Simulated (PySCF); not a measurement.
# Ga(OH)₂: doublet, from a linear start

Where does doublet Ga(OH)₂ go from a linear start, is the end point a minimum, and what are its modes, charges and moments?

Method: PBE0, basis Ga def2-TZVP, O def2-TZVP, H def2-TZVP, no relativity, density fitting; program: PySCF 2.14.0.

## 1. The starting structure

5 atoms, charge 0, spin multiplicity 2.

Bond lengths: Ga1–O2 1.870 Å, Ga1–O3 1.870 Å, O2–H4 0.960 Å, O3–H5 0.960 Å. Angles: O2–Ga1–O3 180.0°, Ga1–O2–H4 130.0°, Ga1–O3–H5 130.0°.

```xyz
5
charge 0 multiplicity 2
Ga    0.0000    0.0000    0.0000
O     0.0000    0.0000    1.8700
O     0.0000    0.0000   -1.8700
H    -0.7354    0.0000    2.4871
H     0.7354    0.0000   -2.4871
```

## 2. First SCF at the start

One driver script runs all steps and calls PySCF; scf.py shows how it sets up the SCF of each step. The optimiser is the driver's own. After this first run the driver tries any further starts and a stability analysis.

scf.py

```python
from pyscf import gto, scf, dft
mol = gto.M(atom='''
Ga     0.000000     0.000000     0.000000
O      0.000000     0.000000     1.870000
O      0.000000     0.000000    -1.870000
H     -0.735400     0.000000     2.487100
H      0.735400     0.000000    -2.487100''',
    basis={'Ga': 'def2-TZVP', 'O': 'def2-TZVP', 'H': 'def2-TZVP'},
    charge=0, spin=1)
mf = dft.UKS(mol, xc='PBE0')
mf.grids.atom_grid = (50, 194)
aux = {'Ga': 'def2-universal-JKFIT', 'O': 'def2-universal-JKFIT', 'H': 'def2-universal-JKFIT'}
mf = mf.density_fit(auxbasis=aux)
mf.conv_tol = 1e-08
mf.diis_space = 10
mf.max_cycle = 60
mf.init_guess = 'minao'
mf.verbose = 4
mf.kernel()
```

The run is started by

```sh
$ OMP_NUM_THREADS=4 python axn.py task.json out
```

Log:

```text
init E= -2075.62843621173
[... the frontier-level lines of each cycle are left out ...]
cycle= 1 E= -2075.85638042875  delta_E= -0.228  |g|= 0.941  |ddm|= 1.41
cycle= 2 E= -2074.57128907839  delta_E= 1.29  |g|= 1.99  |ddm|= 1.54
cycle= 3 E= -2076.13351023366  delta_E= -1.56  |g|= 0.172  |ddm|= 1.22
cycle= 4 E= -2076.14430799331  delta_E= -0.0108  |g|= 0.0867  |ddm|= 0.152
cycle= 5 E= -2076.14572542944  delta_E= -0.00142  |g|= 0.0174  |ddm|= 0.051
cycle= 6 E= -2076.14584808144  delta_E= -0.000123  |g|= 0.0055  |ddm|= 0.017
cycle= 7 E= -2076.14586944106  delta_E= -2.14e-05  |g|= 0.000999  |ddm|= 0.0075
cycle= 8 E= -2076.14587173099  delta_E= -2.29e-06  |g|= 0.000277  |ddm|= 0.00287
cycle= 9 E= -2076.14587187548  delta_E= -1.44e-07  |g|= 7.44e-05  |ddm|= 0.000709
cycle= 10 E= -2076.14587188289  delta_E= -7.41e-09  |g|= 1.8e-05  |ddm|= 0.000144
Extra cycle  E= -2076.14587188304  delta_E= -1.52e-10  |g|= 1.48e-05  |ddm|= 3.23e-05
converged SCF energy = -2076.14587188304  <S^2> = 0.75397627  2S+1 = 2.0039723
```

This step, with its further starts and checks, took 7.1 s on 4 threads of Arm Neoverse V2, shared host.

No lower solution of this spin turned up in the test of internal stability.

## 3. Relaxing the doublet from the linear start

The program finds C2h symmetry in the start, which this walk keeps. Threshold on the gradient: 0.0003 Eh/bohr, with a further test on the energy change.

Edit scf.py of step 2 so:

```diff
@@ -5 +5 @@
-O      0.000000     0.000000    -1.870000
+O     -0.000000     0.000000    -1.870000
@@ -17 +16,0 @@
-mf.init_guess = 'minao'
```

Steps of the walk:

```
step   energy (Eh)  change (kJ/mol)  largest symmetric gradient (Eh/bohr)
   0  -2076.145872             0.00                               0.01039
   1  -2076.148289            -6.35                               0.00641
   2  -2076.149802           -10.32                               0.00991
   3  -2076.150246           -11.48                               0.00728
   4  -2076.150503           -12.16                               0.00099
   5  -2076.150508           -12.17                               0.00014
   6  -2076.150508           -12.17                               0.00008
```

The walk took 14 s.

Geometry (Å) and forces (eV/Å) at some steps:

```
step 0
Ga   0.000   0.000   0.000   0.000   0.000   0.000
O    0.000   0.000   1.870   0.510   0.000  -0.534
O    0.000   0.000  -1.870  -0.510   0.000   0.534
H   -0.735   0.000   2.487  -0.325   0.000  -0.196
H    0.735   0.000  -2.487   0.325   0.000   0.196
step 1
Ga   0.000   0.000   0.000   0.000   0.000   0.000
O    0.030   0.000   1.842   0.145   0.000   0.076
O   -0.030   0.000  -1.842  -0.145   0.000  -0.076
H   -0.740   0.000   2.427  -0.009   0.000  -0.330
H    0.740   0.000  -2.427   0.009   0.000   0.330
step 3
Ga   0.000   0.000   0.000   0.000   0.000   0.000
O    0.092   0.000   1.825  -0.149   0.000   0.374
O   -0.092   0.000  -1.825   0.149   0.000  -0.374
H   -0.750   0.000   2.305   0.187   0.000  -0.173
H    0.750   0.000  -2.305  -0.187   0.000   0.173
step 6
Ga   0.000   0.000   0.000   0.000   0.000   0.000
O    0.106   0.000   1.840   0.003   0.000  -0.002
O   -0.106   0.000  -1.840  -0.003   0.000   0.002
H   -0.753   0.000   2.282  -0.006   0.000   0.001
H    0.753   0.000  -2.282   0.006   0.000  -0.001
```

It settles in C2h symmetry, 12.2 kJ/mol below the start, after 6 steps: Ga–O 1.843 Å (×2), O–H 0.966 Å (×2); Ga–O–H 113.9° (×2), O–Ga–O 180.0°.

## 4. Is it a minimum? Harmonic modes

On the finer grid the gradient is checked again; gradients at displacements of ±0.02 bohr then give force constants and infrared intensities.

Edit scf.py of step 3 so:

```diff
@@ -4,4 +4,4 @@
-O      0.000000     0.000000     1.870000
-O     -0.000000     0.000000    -1.870000
-H     -0.735400     0.000000     2.487100
-H      0.735400     0.000000    -2.487100''',
+O      0.106111     0.000000     1.839802
+O     -0.106111     0.000000    -1.839802
+H     -0.752941     0.000000     2.281539
+H      0.752941     0.000000    -2.281539''',
@@ -11 +11 @@
-mf.grids.atom_grid = (50, 194)
+mf.grids.atom_grid = (75, 302)
@@ -14 +14 @@
-mf.conv_tol = 1e-08
+mf.conv_tol = 1e-10
```

The driver hands on the density of the step before, so the log starts near convergence.

Log of the central SCF (cycles and frontier levels):

```text
init E= -2076.15043310354
[... the frontier-level lines of each cycle are left out ...]
cycle= 1 E= -2076.15043310354  delta_E= -4.09e-12  |g|= 7.15e-06  |ddm|= 5.82e-06
Extra cycle  E= -2076.15043310354  delta_E= 4.09e-12  |g|= 9.37e-06  |ddm|= 7.33e-06
converged SCF energy = -2076.15043310354  <S^2> = 0.75389484  2S+1 = 2.0038911
```

The whole step took 56 s.

Geometry: C2h; Ga–O 1.843 Å (×2), O–H 0.966 Å (×2); Ga–O–H 113.9° (×2), O–Ga–O 180.0°.

Harmonic modes (main isotopes):

```
symmetry  ω (cm⁻¹)  IR (km/mol)
      bu      328i         60.9
      au      235i          0.6
      au      130i          184
      ag       504          0.0
      bu       513          328
      bu       621         29.4
      ag       669          0.0
      bu      3799         81.7
      ag      3804          0.0
```

With 3 modes imaginary (up to 328i cm⁻¹) this point is a saddle.

Constants and moments:

```
Dipole moment                                                   : 0.00 D
Highest occupied level                                          : -5.08 eV
Lowest empty level                                              : -2.36 eV
Rotational constants                                            : 11.73, 0.1419, 0.1402 cm⁻¹
Zero-point energy (real modes)                                  : 59.3 kJ/mol
Principal polarisabilities                                      : 44.8, 51.2, 64.1 bohr³
Atomisation energy without zero-point energy                    : 1468 kJ/mol
Principal traceless quadrupole moments about the centre of mass : -12.31, 0.32, 11.98 D Å
Spin squared ⟨S²⟩                                               : 0.754
```

Charges (e) and bond orders:

```json
{"atom": "Ga1", "Mulliken": "0.46", "Löwdin": "0.26", "polar tensor": "0.19", "spin (Mulliken)": "0.64", "Mayer order to Ga1": "–"}
{"atom": "O2,3", "Mulliken": "-0.52", "Löwdin": "-0.26", "polar tensor": "-0.32", "spin (Mulliken)": "0.15", "Mayer order to Ga1": "1.02"}
{"atom": "H4,5", "Mulliken": "0.29", "Löwdin": "0.13", "polar tensor": "0.22", "spin (Mulliken)": "0.03", "Mayer order to Ga1": "0.07"}
```

Outer orbital energies (eV). α occupied: -23.35, -13.95, -13.47, -10.73, -10.17, -9.25, -8.76, -5.08; empty: -1.54, -0.99, 1.15, 2.09. β occupied: -23.50, -23.11, -13.51, -13.12, -10.23, -9.30, -9.06, -8.61; empty: -2.36, -0.75, -0.26, 1.39.

Mulliken populations on Ga1: s 7.50, p 12.73, d 10.24, f 0.07.

## 5. Downhill along the imaginary mode

The start is the last point, displaced along its most imaginary mode.

The program finds Cs symmetry in the start, which this walk keeps. Threshold on the gradient: 0.0003 Eh/bohr, with a further test on the energy change.

Edit scf.py of step 4 so:

```diff
@@ -3,5 +3,5 @@
-Ga     0.000000     0.000000     0.000000
-O      0.106111     0.000000     1.839802
-O     -0.106111     0.000000    -1.839802
-H     -0.752941     0.000000     2.281539
-H      0.752941     0.000000    -2.281539''',
+Ga     0.058045    -0.000000    -0.000181
+O     -0.013824    -0.000000     1.835851
+O     -0.226046     0.000000    -1.843753
+H     -0.834350     0.000000     2.350435
+H      0.671532    -0.000000    -2.212642''',
@@ -11 +11 @@
-mf.grids.atom_grid = (75, 302)
+mf.grids.atom_grid = (50, 194)
@@ -14 +14 @@
-mf.conv_tol = 1e-10
+mf.conv_tol = 1e-08
```

Steps of the walk:

```
step   energy (Eh)  change (kJ/mol)  largest symmetric gradient (Eh/bohr)
   0  -2076.154218             0.00                               0.01733
   1  -2076.160812           -17.31                               0.01927
   2  -2076.167560           -35.03                               0.01244
   3  -2076.175957           -57.08                               0.02568
   4  -2076.179159           -65.48                               0.01293
   5  -2076.180945           -70.17                               0.01454
   6  -2076.182113           -73.24                               0.01047
   7  -2076.182937           -75.40                               0.01763
   8  -2076.183592           -77.12                               0.00858
   9  -2076.183627           -77.21                               0.00753
  10  -2076.183742           -77.52                               0.00146
  11  -2076.183758           -77.56                               0.00124
  12  -2076.183771           -77.59                               0.00117
  13  -2076.183777           -77.61                               0.00057
  14  -2076.183780           -77.62                               0.00050
  15  -2076.183782           -77.62                               0.00022
```

The walk took 34 s.

Positions (Å) and forces (eV/Å) along the way:

```
step 0
Ga   0.058   0.000   0.000   0.891   0.000   0.065
O   -0.014   0.000   1.836  -0.559   0.000  -0.224
O   -0.226   0.000  -1.844  -0.224   0.000   0.374
H   -0.834   0.000   2.350   0.108   0.000  -0.223
H    0.672   0.000  -2.213  -0.216   0.000   0.008
step 1
Ga   0.184   0.000   0.020   0.991   0.000   0.050
O   -0.025   0.000   1.836  -0.534   0.000  -0.370
O   -0.245   0.000  -1.785  -0.152   0.000   0.387
H   -0.878   0.000   2.289   0.039   0.000  -0.191
H    0.619   0.000  -2.230  -0.344   0.000   0.124
step 8
Ga   0.786   0.000   0.159   0.061   0.000   0.226
O   -0.063   0.000   1.743   0.116   0.000   0.020
O   -0.256   0.000  -1.301  -0.014   0.000  -0.441
H   -1.022   0.000   1.675  -0.032   0.000  -0.100
H    0.211   0.000  -2.146  -0.132   0.000   0.295
step 15
Ga   0.802   0.000   0.171  -0.001   0.000   0.006
O   -0.060   0.000   1.746   0.013   0.000  -0.003
O   -0.267   0.000  -1.283  -0.009   0.000   0.005
H   -1.015   0.000   1.619  -0.007   0.000  -0.001
H    0.196   0.000  -2.124   0.004   0.000  -0.009
```

After 15 steps and 77.6 kJ/mol it ends at Cs: Ga–O 1.795 Å, Ga–O 1.804 Å, O–H 0.960 Å, O–H 0.963 Å; Ga–O–H 111.2°, Ga–O–H 114.8°, O–Ga–O 115.0°.

## 6. Is it a minimum? Harmonic modes

The same treatment as at the point before.

Edit scf.py of step 5 so:

```diff
@@ -3,5 +3,5 @@
-Ga     0.058045    -0.000000    -0.000181
-O     -0.013824    -0.000000     1.835851
-O     -0.226046     0.000000    -1.843753
-H     -0.834350     0.000000     2.350435
-H      0.671532    -0.000000    -2.212642''',
+Ga     0.323404    -0.000000    -0.010413
+O     -0.538051     0.000000     1.564466
+O     -0.744905     0.000000    -1.464602
+H     -1.492912     0.000000     1.438550
+H     -0.281495     0.000000    -2.305450''',
@@ -11 +11 @@
-mf.grids.atom_grid = (50, 194)
+mf.grids.atom_grid = (75, 302)
@@ -14 +14 @@
-mf.conv_tol = 1e-08
+mf.conv_tol = 1e-10
```

SCF at the final geometry:

```text
init E= -2076.18371741913
[... the frontier-level lines of each cycle are left out ...]
cycle= 1 E= -2076.18371741908  delta_E= 5.14e-11  |g|= 1.36e-05  |ddm|= 1.03e-05
cycle= 2 E= -2076.18371741889  delta_E= 1.88e-10  |g|= 2.66e-05  |ddm|= 1.95e-05
cycle= 3 E= -2076.18371741915  delta_E= -2.51e-10  |g|= 9.06e-07  |ddm|= 1.3e-05
cycle= 4 E= -2076.18371741915  delta_E= -7.28e-12  |g|= 1.22e-07  |ddm|= 4.36e-07
Extra cycle  E= -2076.18371741914  delta_E= 1e-11  |g|= 9.66e-08  |ddm|= 2.23e-07
converged SCF energy = -2076.18371741914  <S^2> = 0.75303163  2S+1 = 2.0030293
```

The whole step took 90 s on 4 threads of Arm Neoverse V2, shared host.

Geometry: Cs; Ga–O 1.795 Å, Ga–O 1.804 Å, O–H 0.960 Å, O–H 0.963 Å; Ga–O–H 111.2°, Ga–O–H 114.8°, O–Ga–O 115.0°.

Modes, for the most abundant isotopes:

| symmetry | ω (cm⁻¹) | IR (km/mol) |
| --- | --- | --- |
| a' | 173 | 18.5 |
| a'' | 285 | 204 |
| a'' | 320 | 0.9 |
| a' | 637 | 39.4 |
| a' | 674 | 141 |
| a' | 784 | 65.3 |
| a' | 822 | 70.8 |
| a' | 3852 | 47.1 |
| a' | 3898 | 70.8 |

Every mode is real; the point is a minimum.

Constants and moments:

```
Dipole moment                                                   : 1.84 D
Highest occupied level                                          : -6.59 eV
Lowest empty level                                              : -3.24 eV
Rotational constants                                            : 0.7344, 0.2081, 0.1622 cm⁻¹
Zero-point energy                                               : 68.5 kJ/mol
Principal polarisabilities                                      : 33.2, 37.2, 45.1 bohr³
Atomisation energy without zero-point energy                    : 1555 kJ/mol
Principal traceless quadrupole moments about the centre of mass : -5.63, 0.91, 4.73 D Å
Entropy at 298.15 K and 1 bar (electronic part: spin only)      : 298.1 J/(mol K)
Heat capacity Cp at 298.15 K                                    : 68.1 J/(mol K)
Enthalpy at 298.15 K above 0 K                                  : 14.80 kJ/mol
Rotational symmetry number                                      : 1
Spin squared ⟨S²⟩                                               : 0.753
```

Populations by atom (charges in e):

```tsv
atom	Mulliken	Löwdin	polar tensor	spin (Mulliken)	Mayer order to Ga1
Ga1	0.46	0.13	0.94	0.80	–
O2	-0.55	-0.23	-0.71	0.06	1.10
O3	-0.54	-0.22	-0.73	0.13	1.09
H4	0.31	0.16	0.23	0.02	0.04
H5	0.32	0.15	0.26	0.00	0.02
```

Outer orbital energies (eV). α occupied: -23.17, -14.17, -13.27, -10.84, -9.69, -9.40, -8.74, -6.59; empty: -0.86, 0.71, 0.86, 2.69. β occupied: -23.20, -23.08, -13.91, -13.04, -10.26, -9.29, -9.27, -8.68; empty: -3.24, -0.09, 1.07, 1.25.

Mulliken populations on Ga1: s 7.27, p 12.98, d 10.21, f 0.07.

## 7. The points found, side by side

| spin | group | bonds | imaginary modes (cm⁻¹) | ΔE (kJ/mol) | with zero-point energy |
| --- | --- | --- | --- | --- | --- |
| doublet | Cs | Ga–O 1.795 Å, Ga–O 1.804 Å, O–H 0.960 Å, O–H 0.963 Å | none | 0.0 | 0.0 |
| doublet | C2h | Ga–O 1.843 Å (×2), O–H 0.966 Å (×2) | 328i, 235i, 130i | 87.4 | – |

## 8. Summary of results

```
                                          quantity                                                                                              value
                                           minimum                                                                                        doublet, Cs
                                          geometry  Ga–O 1.795 Å, Ga–O 1.804 Å, O–H 0.960 Å, O–H 0.963 Å; Ga–O–H 111.2°, Ga–O–H 114.8°, O–Ga–O 115.0°
                                wavenumbers (cm⁻¹)       173 (a'), 285 (a''), 320 (a''), 637 (a'), 674 (a'), 784 (a'), 822 (a'), 3852 (a'), 3898 (a')
                                     dipole moment                                                                                             1.84 D
highest occupied, lowest empty level (either spin)                                                                                    -6.59, -3.24 eV
                        polar-tensor charge of Ga1                                                                                            +0.94 e
                                 zero-point energy                                                                                        68.5 kJ/mol
                               entropy at 298.15 K                                                                                    298.1 J/(mol K)
         atomisation energy (no zero-point energy)                                                                                        1555 kJ/mol
                                              ⟨S²⟩                                                                                              0.753
```

**Reading.** The linear start (C2h) ends in a minimum of Cs symmetry, after a stop at a higher-order saddle point 87.4 kJ/mol higher, from which it was pushed off along an imaginary mode. The strongest infrared band lies at 285 cm⁻¹ (a''). Most of the spin sits on Ga1 (Mulliken spin 0.80, against 1 for the whole molecule). Other starts or spin states, not run here, may lie lower.

The search up to here took 3.4 min.
